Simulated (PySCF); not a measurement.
# CH6BFO2Si (SMILES COB(F)O[SiH3]): levels of theory compared

We compute a comparison of 6 runs (HF/STO-3G, HF/3-21G, HF/def2-SVP, B2PLYP/STO-3G, B3LYP/6-31G*, PBE0/def2-SVP) of CH6BFO2Si. The job is set up through a Python script.

The results are computed with PySCF 2.14.0.

## (1) The system as given

The species is CH6BFO2Si (12 atoms), meant as a singlet with charge 0. SMILES: `COB(F)O[SiH3]`. Geometry: relaxed at PBE0-D4/def2-TZVP. This is one conformer, not always the lowest.

Bond lengths: C1–O2 1.414 Å, O2–B3 1.352 Å, B3–F4 1.334 Å, B3–O5 1.351 Å, O5–Si6 1.654 Å, C1–H7 1.091 Å, C1–H8 1.091 Å, C1–H9 1.091 Å, Si6–H10 1.484 Å, Si6–H11 1.481 Å, Si6–H12 1.484 Å. Some angles: C1–O2–B3 123.0°, O2–B3–F4 121.1°, O2–B3–O5 120.4°, F4–B3–O5 118.5°, B3–O5–Si6 130.3°, O2–C1–H7 111.7°, O2–C1–H8 108.8°, O2–C1–H9 108.8°, O5–Si6–H10 110.4°, O5–Si6–H11 106.4°.

## (2) Energy and forces at HF/STO-3G (run 1)

File run.py:

```python
import pyscf.grad
from pyscf import gto

mol = gto.M(
    atom='''
C     -2.606310    -2.733111     1.820373
O     -0.843196    -1.185047     0.539895
B     -0.688805     1.340383     0.899132
F     -2.224397     2.522595     2.510879
O      1.037271     2.723095    -0.378134
Si     3.181543     1.842483    -2.475541
H     -3.806853    -1.635558     3.088379
H     -1.578866    -4.150783     2.910745
H     -3.784555    -3.691769     0.424999
H      4.973759     0.014929    -1.329800
H      4.543280     4.165523    -3.237857
H      1.943205     0.682947    -4.708631
''',
    verbose=4,
    basis='sto-3g',
    unit='bohr',
    max_memory=1860,
    spin=0,
)

mf = mol.RHF()
mf.conv_tol = 1e-10
mf.kernel()
if not mf.converged:
    mf = mf.newton().run(mf.mo_coeff, mf.mo_occ)

e_final = mf.e_tot
print('Final energy', e_final)
grad = mf.Gradients().kernel()
mf.analyze()
```

Started as:

```bash
$ OMP_NUM_THREADS=1 python run.py
```

Output:

```text
PySCF version 2.14.0

[... 80 lines left out ...]
Total Energy =                        -596.799682677644455
[... 4 lines left out ...]
DFT Exchange-Correlation Energy =      -58.837389776488635
[... 6 lines left out ...]
MO #5   energy= -11.1033864509365  occ= 2
[... 4 lines left out ...]
MO #10  energy= -4.02473608011269  occ= 2
[... 4 lines left out ...]
MO #15  energy= -0.709302974988063 occ= 2
[... 4 lines left out ...]
MO #20  energy= -0.520593402143458 occ= 2
[... 4 lines left out ...]
MO #25  energy= -0.392507994228574 occ= 2
[... 4 lines left out ...]
MO #30  energy= 0.478350662751878  occ= 0
[... 4 lines left out ...]
MO #35  energy= 0.671454682006436  occ= 0
[... 4 lines left out ...]
MO #40  energy= 0.957956194643864  occ= 0
[... 16 lines left out ...]
pop of  2 B 2pz           0.61208
pop of  3 F 1s            1.99994
pop of  3 F 2s            1.82973
pop of  3 F 2px           1.74485
pop of  3 F 2py           1.84138
pop of  3 F 2pz           1.72112
pop of  4 O 1s            1.99988
pop of  4 O 2s            1.60300
pop of  4 O 2px           1.47789
pop of  4 O 2py           1.71392
pop of  4 O 2pz           1.54575
pop of  5 Si 1s           2.00000
pop of  5 Si 2s           1.99985
pop of  5 Si 3s           1.07229
pop of  5 Si 2px          1.99911
pop of  5 Si 2py          1.99898
pop of  5 Si 2pz          1.99910
pop of  5 Si 3px          0.70117
pop of  5 Si 3py          0.78173
pop of  5 Si 3pz          0.70616
pop of  6 H 1s            0.96086
pop of  7 H 1s            0.96317
pop of  8 H 1s            0.96306
pop of  9 H 1s            1.14716
pop of  10 H 1s           1.14501
pop of  11 H 1s           1.14716
 ** Mulliken atomic charges  **
charge of    0C =      0.00751
charge of    1O =     -0.21274
charge of    2B =      0.26750
charge of    3F =     -0.13702
charge of    4O =     -0.34044
charge of    5Si =      0.74161
charge of    6H =      0.03914
charge of    7H =      0.03683
charge of    8H =      0.03694
charge of    9H =     -0.14716
charge of   10H =     -0.14501
charge of   11H =     -0.14716
Dipole moment(X, Y, Z, Debye):  0.20198, -1.18064, -0.41285
```

It took 2.9 s on 1 thread of Intel Xeon at 2.70GHz, shared host; peak memory 0.12 GiB.

## (3) Energy and gradient at HF/3-21G (run 2)

File input.py:

```python
import pyscf.grad
from pyscf import gto

mol = gto.Mole()
mol.atom = '''
C     -1.379200    -1.446300     0.963300
O     -0.446200    -0.627100     0.285700
B     -0.364500     0.709300     0.475800
F     -1.177100     1.334900     1.328700
O      0.548900     1.441000    -0.200100
Si     1.683600     0.975000    -1.310000
H     -2.014500    -0.865500     1.634300
H     -0.835500    -2.196500     1.540300
H     -2.002700    -1.953600     0.224900
H      2.632000     0.007900    -0.703700
H      2.404200     2.204300    -1.713400
H      1.028300     0.361400    -2.491700
'''
mol.spin = 0
mol.basis = '3-21g'
mol.charge = 0
mol.max_memory = 1860
mol.verbose = 4
mol.build()

mf = mol.RHF()
mf.conv_tol = 1e-10
mf.kernel()
if not mf.converged:
    mf = mf.newton().run(mf.mo_coeff, mf.mo_occ)

etot = mf.e_tot
print(f'total energy: {etot:.8f} hartree')
grad = mf.Gradients().kernel()
mf.analyze()
```

Started as:

```bash
$ OMP_NUM_THREADS=1 python input.py
```

Output:

```text
PySCF version 2.14.0

[... 68 lines left out ...]
converged SCF energy = -601.102460124936
[... 18 lines left out ...]
DFT Exchange-Correlation Energy =      -58.225560883451635
[... 8 lines left out ...]
MO #7   energy= -6.14248825485965  occ= 2
[... 6 lines left out ...]
MO #14  energy= -0.960761749408686 occ= 2
[... 6 lines left out ...]
MO #21  energy= -0.614341053183976 occ= 2
[... 6 lines left out ...]
MO #28  energy= -0.45391409471256  occ= 2
[... 6 lines left out ...]
MO #35  energy= 0.332727643698195  occ= 0
[... 6 lines left out ...]
MO #42  energy= 0.53315930552852   occ= 0
[... 6 lines left out ...]
MO #49  energy= 0.973590886601074  occ= 0
[... 6 lines left out ...]
MO #56  energy= 1.34671765969909   occ= 0
[... 6 lines left out ...]
MO #63  energy= 2.24040986143831   occ= 0
[... 6 lines left out ...]
MO #70  energy= 4.14691154566098   occ= 0
[... 46 lines left out ...]
pop of  4 O 3pz           0.00240
pop of  5 Si 1s           1.99999
pop of  5 Si 2s           1.99981
pop of  5 Si 3s           0.99945
pop of  5 Si 4s           0.00658
pop of  5 Si 2px          1.99978
pop of  5 Si 2py          1.99984
pop of  5 Si 2pz          1.99979
pop of  5 Si 3px          0.65611
pop of  5 Si 3py          0.80561
pop of  5 Si 3pz          0.66524
pop of  5 Si 4px          0.01393
pop of  5 Si 4py          0.01879
pop of  5 Si 4pz          0.01481
pop of  6 H 1s            0.88884
pop of  6 H 2s            0.01188
pop of  7 H 1s            0.88906
pop of  7 H 2s            0.01090
pop of  8 H 1s            0.88884
pop of  8 H 2s            0.01091
pop of  9 H 1s            1.12610
pop of  9 H 2s            0.00215
pop of  10 H 1s           1.11748
pop of  10 H 2s           0.00158
pop of  11 H 1s           1.12610
pop of  11 H 2s           0.00215
 ** Mulliken atomic charges  **
charge of    0C =     -0.02151
charge of    1O =     -0.46364
charge of    2B =      0.68463
charge of    3F =     -0.31347
charge of    4O =     -0.63030
charge of    5Si =      0.82027
charge of    6H =      0.09928
charge of    7H =      0.10004
charge of    8H =      0.10025
charge of    9H =     -0.12824
charge of   10H =     -0.11907
charge of   11H =     -0.12825
Dipole moment(X, Y, Z, Debye): -0.28114, -2.31017, -0.20106
```

Run time: 4.2 s. Hardware: 1 thread of Intel Xeon at 2.70GHz, shared host; peak memory 0.14 GiB.

Runs 3 to 5 aren't shown in full; the table further down has their settings and results.

## (4) Energy and gradient at PBE0/def2-SVP (run 6)

File run.py:

```python
from pyscf import gto, dft

system = gto.M(
    atom=[
    ('C', (-1.379200, -1.446300, 0.963300)),
    ('O', (-0.446200, -0.627100, 0.285700)),
    ('B', (-0.364500, 0.709300, 0.475800)),
    ('F', (-1.177100, 1.334900, 1.328700)),
    ('O', (0.548900, 1.441000, -0.200100)),
    ('Si', (1.683600, 0.975000, -1.310000)),
    ('H', (-2.014500, -0.865500, 1.634300)),
    ('H', (-0.835500, -2.196500, 1.540300)),
    ('H', (-2.002700, -1.953600, 0.224900)),
    ('H', (2.632000, 0.007900, -0.703700)),
    ('H', (2.404200, 2.204300, -1.713400)),
    ('H', (1.028300, 0.361400, -2.491700)),
],
    verbose=3,
    basis='def2-svp',
    charge=0,
    max_memory=1860,
)

myscf = dft.RKS(system, xc='pbe0')
myscf.grids.level = 5
myscf.conv_tol = 1e-10
myscf.kernel()
if not myscf.converged:
    myscf = myscf.newton().run(myscf.mo_coeff, myscf.mo_occ)

etot = myscf.e_tot
print(f'total energy: {etot:.8f} hartree')
grad = myscf.nuc_grad_method().kernel()
dip = myscf.dip_moment()
pop, q = myscf.mulliken_pop()
```

Started as:

```bash
$ OMP_NUM_THREADS=1 python run.py
```

Output:

```text
converged SCF energy = -605.74335402766
total energy: -605.74335403 hartree
[... 8 lines left out ...]
Dipole moment(X, Y, Z, Debye): -0.31458, -1.81758, -0.07375
[... 92 lines left out ...]
pop of  6 H 2py           0.00755
pop of  6 H 2pz           0.00892
pop of  7 H 1s            0.74861
pop of  7 H 2s            0.17597
pop of  7 H 2px           0.00613
pop of  7 H 2py           0.00917
pop of  7 H 2pz           0.00771
pop of  8 H 1s            0.74861
pop of  8 H 2s            0.17596
pop of  8 H 2px           0.00757
pop of  8 H 2py           0.00651
pop of  8 H 2pz           0.00893
pop of  9 H 1s            0.73923
pop of  9 H 2s            0.34236
pop of  9 H 2px           0.00370
pop of  9 H 2py           0.00400
pop of  9 H 2pz           0.00180
pop of  10 H 1s           0.73911
pop of  10 H 2s           0.34063
pop of  10 H 2px          0.00236
pop of  10 H 2py          0.00574
pop of  10 H 2pz          0.00121
pop of  11 H 1s           0.73923
pop of  11 H 2s           0.34237
pop of  11 H 2px          0.00198
pop of  11 H 2py          0.00218
pop of  11 H 2pz          0.00535
 ** Mulliken atomic charges  **
charge of    0C =      0.12057
charge of    1O =     -0.29717
charge of    2B =      0.21886
charge of    3F =     -0.14604
charge of    4O =     -0.33971
charge of    5Si =      0.55604
charge of    6H =      0.05387
charge of    7H =      0.05241
charge of    8H =      0.05243
charge of    9H =     -0.09109
charge of   10H =     -0.08905
charge of   11H =     -0.09110
```

Run time: 81 s. Hardware: 1 thread of Intel Xeon at 2.70GHz, shared host; peak memory 1.2 GiB.

## (5) All runs side by side

```tsv
run	level	task	frozen core orbitals	energy (Eh)	dipole moment (D)	HOMO energy (eV)	LUMO energy (eV)	wall time
1	HF/STO-3G	gradient	–	-596.799683	1.27	-9.16	10.57	2.9 s
2	HF/3-21G	gradient	–	-601.102460	2.34	-12.35	4.34	4.2 s
3	HF/def2-SVP	gradient	–	-604.016175	2.00	-12.61	4.23	24 s
4	B2PLYP/STO-3G	energy	10	-598.280474	1.15	-6.39	7.62	14 s
5	B3LYP/6-31G* (spherical functions)	gradient	–	-606.534186	1.74	-8.31	0.46	65 s
6	PBE0/def2-SVP	gradient	–	-605.743354	1.85	-8.76	0.80	81 s
```

## (6) Outcome

```
                       quantity          value
            run 6: total energy  -605.74335 Eh
           run 6: dipole moment         1.85 D
             run 6: HOMO energy       -8.76 eV
             run 6: LUMO energy        0.80 eV
           run 6: HOMO–LUMO gap        9.56 eV
run 6: largest force on an atom     0.664 eV/Å
```

**Reading.** The dipole moment (its size) runs from 1.15 D (B2PLYP/STO-3G) to 2.34 D (HF/3-21G). The two ends differ in method and basis. A double hybrid's value is that of its SCF part. The HOMO–LUMO gap runs from 8.77 eV (B3LYP/6-31G*) to 19.74 eV (HF/STO-3G). Totals of different functionals can't be ranked against each other. In runs 1, 4 the basis is minimal, so the values are rough. All runs together took 3.2 min, the longest 81 s.
